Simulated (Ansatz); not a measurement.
# Si5GeH12: geometry optimisation

Aim: relax Si5GeH12 from a cheap starting geometry.

Computed with Ansatz 0.2.0, Gaussian basis. Level: RKS PBE0-D4/def2-TZVP.

The runs, in order: relaxation at PBE0-D4/def2-TZVP.

1 further run of the same task is left out (set aside as unsound or not needed).

### 1 Starting geometry

SMILES `[SiH2]1[SiH2][SiH2][GeH2][SiH2][SiH2]1`, 18 atoms, charge 0, spin multiplicity 1.

Atoms are counted from 1 here; the program's logs count them from 0.

Bond lengths: Si1–Si2 2.335 Å, Si1–Si6 2.333 Å, Si1–H7 1.469 Å, Si1–H8 1.475 Å, Si2–Si3 2.330 Å, Si2–H9 1.470 Å, Si2–H10 1.471 Å, Si3–Ge4 2.355 Å, Si3–H11 1.466 Å, Si3–H12 1.472 Å, Ge4–Si5 2.359 Å, Ge4–H13 1.523 Å, Ge4–H14 1.520 Å, Si5–Si6 2.329 Å, Si5–H15 1.468 Å, Si5–H16 1.467 Å, Si6–H17 1.477 Å, Si6–H18 1.468 Å. Angles: Si2–Si1–Si6 111.3°, Si2–Si1–H7 112.9°, Si2–Si1–H8 108.4°, Si6–Si1–H7 113.3°, Si6–Si1–H8 107.2°, H7–Si1–H8 103.1°, Si1–Si2–Si3 110.5°, Si1–Si2–H9 110.4°, Si1–Si2–H10 111.7°, Si3–Si2–H9 110.5°, Si3–Si2–H10 110.2°, H9–Si2–H10 103.4°, Si2–Si3–Ge4 108.2°, Si2–Si3–H11 115.6°, Si2–Si3–H12 109.5°, Ge4–Si3–H11 112.3°, Ge4–Si3–H12 106.6°, H11–Si3–H12 104.3° and more.

The start is a GFN2-xTB geometry.

### 2 Optimising with PBE0-D4/def2-TZVP

The input, in.yaml:

```yaml
crystal:
  periodic: [false, false, false]
  atoms:
    - {symbol: Si, position_ang: [0.159970, 2.116320, -0.129400]}
    - {symbol: Si, position_ang: [2.143700, 0.933080, 0.215780]}
    - {symbol: Si, position_ang: [1.712550, -1.351290, 0.371130]}
    - {symbol: Ge, position_ang: [-0.182270, -1.831590, -0.942880]}
    - {symbol: Si, position_ang: [-2.230420, -0.870590, -0.275980]}
    - {symbol: Si, position_ang: [-1.647680, 1.055750, 0.895680]}
    - {symbol: H, position_ang: [0.273710, 3.538740, 0.221120]}
    - {symbol: H, position_ang: [-0.117590, 2.149790, -1.577670]}
    - {symbol: H, position_ang: [2.820970, 1.413040, 1.429490]}
    - {symbol: H, position_ang: [3.125400, 1.192930, -0.848020]}
    - {symbol: H, position_ang: [2.842360, -2.232000, 0.059360]}
    - {symbol: H, position_ang: [1.358530, -1.691170, 1.758700]}
    - {symbol: H, position_ang: [0.121450, -1.294580, -2.335450]}
    - {symbol: H, position_ang: [-0.302060, -3.302320, -1.305850]}
    - {symbol: H, position_ang: [-3.012660, -1.840810, 0.499040]}
    - {symbol: H, position_ang: [-3.060790, -0.566840, -1.446780]}
    - {symbol: H, position_ang: [-1.208880, 0.651590, 2.246620]}
    - {symbol: H, position_ang: [-2.796280, 1.929940, 1.165130]}
basis:
  gaussian: {orbitals: def2-TZVP}
hamiltonian: {xc: pbe0, dispersion: d4}
relax: {f_tol: 0.005, max_steps: 150}
```

Q: Predict the results of all the runs planned. Wanted: point group; shift from the start; total energy; dispersion term; dipole moment.

As calculated:

| quantity | value |
| --- | --- |
| point group | C1 |
| steps | 11 |
| shift from the start (rms) | 0.107 Å |
| total energy | -96080.4967 eV |
| dispersion term | -601 meV |
| dipole moment | 0.07 D |

In words: The relaxed geometry lies 0.11 Å (rms) from the start; the bond that changed most is Ge4–Si5, from 2.359 to 2.389 Å. No vibrations were run, so it is not proven to be a minimum.
